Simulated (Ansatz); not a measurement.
# C2H7NTe: the cost of one run

All numbers below are computed with Ansatz 0.2.0 (RKS PBE/def2-SVP).

## (1) The starting structure

Bond lengths: C1–C2 1.459 Å, C2–N3 1.433 Å, C2–Te4 2.141 Å, C1–H5 1.143 Å, C1–H6 1.138 Å, C1–H7 1.119 Å, C2–H8 1.087 Å, N3–H9 1.013 Å, N3–H10 1.074 Å, Te4–H11 1.704 Å. Angles (14 of 16 angles, heavy atoms first): C1–C2–N3 108.9°, C1–C2–Te4 111.5°, N3–C2–Te4 108.4°, C1–C2–H8 109.8°, N3–C2–H8 107.7°, Te4–C2–H8 110.3°, C2–C1–H5 113.3°, C2–C1–H6 114.2°, C2–C1–H7 111.8°, C2–N3–H9 112.4°, C2–N3–H10 108.9°, C2–Te4–H11 91.4°, H5–C1–H6 106.5°, H5–C1–H7 105.1°.

Structure file:

```xyz
11

C    -0.9493    0.9780    0.0427
C    -0.1102   -0.1947    0.2646
N     1.2576    0.2221    0.3529
Te   -0.2867   -1.6020   -1.3391
H    -0.7288    1.5120   -0.9439
H    -0.8755    1.7653    0.8608
H    -2.0348    0.7098   -0.0071
H    -0.3747   -0.6636    1.2091
H     1.6139    0.5663   -0.5311
H     1.8620   -0.6226    0.6263
H     0.6919   -2.7275   -0.5146
```

## (2) End point A

input.yaml

```yaml
crystal:
  periodic: [false, false, false]
  atoms:
    - { symbol: C, position_ang: [-0.9493, 0.978, 0.0427] }
    - { symbol: C, position_ang: [-0.1102, -0.1947, 0.2646] }
    - { symbol: "N", position_ang: [1.2576, 0.2221, 0.3529] }
    - { symbol: Te, position_ang: [-0.2867, -1.602, -1.3391] }
    - { symbol: H, position_ang: [-0.7288, 1.512, -0.9439] }
    - { symbol: H, position_ang: [-0.8755, 1.7653, 0.8608] }
    - { symbol: H, position_ang: [-2.0348, 0.7098, -0.0071] }
    - { symbol: H, position_ang: [-0.3747, -0.6636, 1.2091] }
    - { symbol: H, position_ang: [1.6139, 0.5663, -0.5311] }
    - { symbol: H, position_ang: [1.862, -0.6226, 0.6263] }
    - { symbol: H, position_ang: [0.6919, -2.7275, -0.5146] }
basis:
  gaussian: { orbitals: def2-SVP }
hamiltonian:
  xc: pbe
relax:
  f_tol: 0.02
  max_steps: 50
```

Started as:

```console
$ ansatz run input.yaml --threads 2 --pin off --max-ram 3072MiB --backend cpu --events-out ev --progress --plain --runs-dir out
```

**Question.** How long does this run take on 2 threads of Arm Neoverse V2, shared host, and how much memory does it need?

About 19 s, with a peak of 0.14 GiB.
